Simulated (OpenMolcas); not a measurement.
# Tc²⁺ among point charges: CASSCF and CASPT2 levels and susceptibility

How does a field of 6 point charges split the states of Tc²⁺, and what χT follows?

Program: OpenMolcas 26.06. Level of theory: state-averaged CASSCF and CASPT2, spin-orbit coupling by RASSI with atomic mean-field integrals. These are calculated values, not measurements, unless marked.

### 1 The system

* Species: Tc²⁺ (technetium, Z = 43, 41 electrons)
* Basis: ANO-RCC-VDZP [6s5p3d1f], 43 functions
* Scalar Hamiltonian: DKH2, point nucleus
* Inactive shells: 1s 2s 2p 3s 3p 3d 4s 4p
* Active space: 5 electrons in 5 orbitals (4d)
* Some configurations of this space: 4d5
* Orbitals: optimised for each spin and parity, averaged over all roots

Outer shells as boxes (Hund's rule):

4d5
```
4d [↑ ][↑ ][↑ ][↑ ][↑ ]
```

The ion sits among 6 point charges of -0.85 e arranged as a trigonal antiprism (D3d), 2.11 Å from the ion, with a polar angle of 56.4° against the regular 54.74°.

Each step is its own input file, run in one work folder so that later steps find the files of earlier ones. Labels, J, g values, rates, χT and fits are worked out afterwards by a script from the matrices that RASSI stores. The input lists half of the charges; inversion (Group=XYZ) makes the rest.

### 2 Basis and integrals

a.inp

```
&GATEWAY
Coord
1

Tc 0.0 0.0 0.0
Basis=ANO-RCC-VDZP
Group=XYZ
NoMove
AngMom=0.0 0.0 0.0
AMFI
XField
3 Angstrom 0
0.000000 1.757009 1.168341 -0.850000
1.521614 -0.878504 1.168341 -0.850000
1.521614 0.878504 -1.168341 -0.850000
&SEWARD
```

The run is started by

```
OMP_NUM_THREADS=1 MOLCAS_MEM=1689 MOLCAS_PROJECT=a pymolcas a.inp > a.log
```

### 3 Reference wave functions, sextets of even parity, 1 root

a.inp

```
&RASSCF
FileOrb=start.orb
Symmetry=1
Spin=6
nActEl=5 0 0
Inactive=9 9
Ras2=5 0
CIRoot=1 1 1
SDav=1
CIMx=300
Iter=120 100
PrWF=0.3
OrbListing=Nothing
MaxOrb=0
>>> COPY $Project.JobIph JOB001
```

start.orb holds the contracted functions of the basis, ordered by shell, or the orbitals of the step before.

### 4 Reference wave functions, quartets of even parity, 24 roots

a.inp

```
&RASSCF
FileOrb=start.orb
Symmetry=1
Spin=4
nActEl=5 0 0
Inactive=9 9
Ras2=5 0
CIRoot=24 24 1
SDav=24
CIMx=300
Iter=120 100
PrWF=0.3
OrbListing=Nothing
MaxOrb=0
>>> COPY $Project.JobIph JOB002
```

### 5 CASSCF: doublets of even parity, 75 roots

a.inp

```
&RASSCF
FileOrb=start.orb
Symmetry=1
Spin=2
nActEl=5 0 0
Inactive=9 9
Ras2=5 0
CIRoot=75 75 1
SDav=75
CIMx=300
Iter=120 100
PrWF=0.3
OrbListing=Nothing
MaxOrb=0
>>> COPY $Project.JobIph JOB003
```

### 6 RASSI: spin-orbit coupling between the states

a.inp

```
&RASSI
NrOfJobIphs=3 1 24 75
1
1 2 3 4 5 6 7 8 9 10 11 12 13 14 15 16 17 18 19 20 21 22 23 24
1 2 3 4 5 6 7 8 9 10 11 12 13 14 15 16 17 18 19 20 21 22 23 24 25 26 27
28 29 30 31 32 33 34 35 36 37 38 39 40 41 42 43 44 45 46 47 48 49 50 51
52 53 54 55 56 57 58 59 60 61 62 63 64 65 66 67 68 69 70 71 72 73 74 75
IphNames
JOB001
JOB002
JOB003
EJob
SpinOrbit
DIPRint=1.0
SOCoupling=1000.0
Subsets=2
Property=9
'ANGMOM' 1 'ANGMOM' 2 'ANGMOM' 3 'MLTPL  1' 1 'MLTPL  1' 2 'MLTPL  1' 3
'AMFI' 1 'AMFI' 2 'AMFI' 3
SOProperty=3
'ANGMOM' 1 'ANGMOM' 2 'ANGMOM' 3
```

### 7 CASPT2: IPEA 0.25, imaginary shift 0.1 (closed shells correlated: 4s 4p)

a.inp

```
>>> COPY JOB001 $Project.JobIph
&CASPT2
Multistate=1 1
Frozen=8 6
IPEA=0.25
Imaginary=0.1
MaxIter=60
WThr=0.0 0.3 0.05
PrWF=0.5
NoMix
>>> COPY JOB002 $Project.JobIph
&CASPT2
Multistate=24 1 2 3 4 5 6 7 8 9 10 11 12 13 14 15 16 17 18 19 20 21 22
23 24
NoMult
Frozen=8 6
IPEA=0.25
Imaginary=0.1
MaxIter=60
WThr=0.0 0.3 0.05
PrWF=0.5
NoMix
>>> COPY JOB003 $Project.JobIph
&CASPT2
Multistate=75 1 2 3 4 5 6 7 8 9 10 11 12 13 14 15 16 17 18 19 20 21 22
23 24 25 26 27 28 29 30 31 32 33 34 35 36 37 38 39 40 41 42 43 44 45 46
47 48 49 50 51 52 53 54 55 56 57 58 59 60 61 62 63 64 65 66 67 68 69 70
71 72 73 74 75
NoMult
Frozen=8 6
IPEA=0.25
Imaginary=0.1
MaxIter=60
WThr=0.0 0.3 0.05
PrWF=0.5
NoMix
```

(Steps that only read results are left out.)

Q: Predict the outcome of this session. Wanted: spin-free ground state; lowest level; next level.

**Answer**, as computed:

| quantity | value |
| --- | --- |
| method | SS-CASPT2, IPEA 0.25, imaginary shift 0.1 (closed shells correlated: 4s 4p) |
| spin-free ground state | 6A1, 1-fold in its orbital part |
| lowest level | 2-fold E1/2, g = 1.99, 5.99, 5.99 |
| next level | 0.7 cm⁻¹ |
| χT at 300 K | 4.37 cm³ K/mol |
| effective moment at 300 K | 5.91 μB |

Cost by method:

```tsv
method	time of its own steps	time with the reference
A. CASSCF	21 s	21 s
B. SS-CASPT2, IPEA 0.25, imaginary shift 0.1, +4s 4p	5.4 s	27 s
```

Times are of one thread on a shared host.

In words: The spin-free ground state (6A1) comes to 100 % from free-ion S terms and keeps the highest spin of the shell. χT at 300 K is 4.37, against 4.39 cm³ K/mol for the spin alone, as a half-filled shell (L = 0) has no orbital moment. An active space of the d shell alone favours high spin; real ions in strong fields can be low spin. CASPT2 does not keep the components of a term degenerate, and the means are used. The field of point charges can differ much from that of real complexes. With metal d orbitals alone active, the gaps between spin states are rough; where two lie within a few thousand cm-1, their order is open. Point charges carry no covalency, so the field is a model and not that of real ligands.
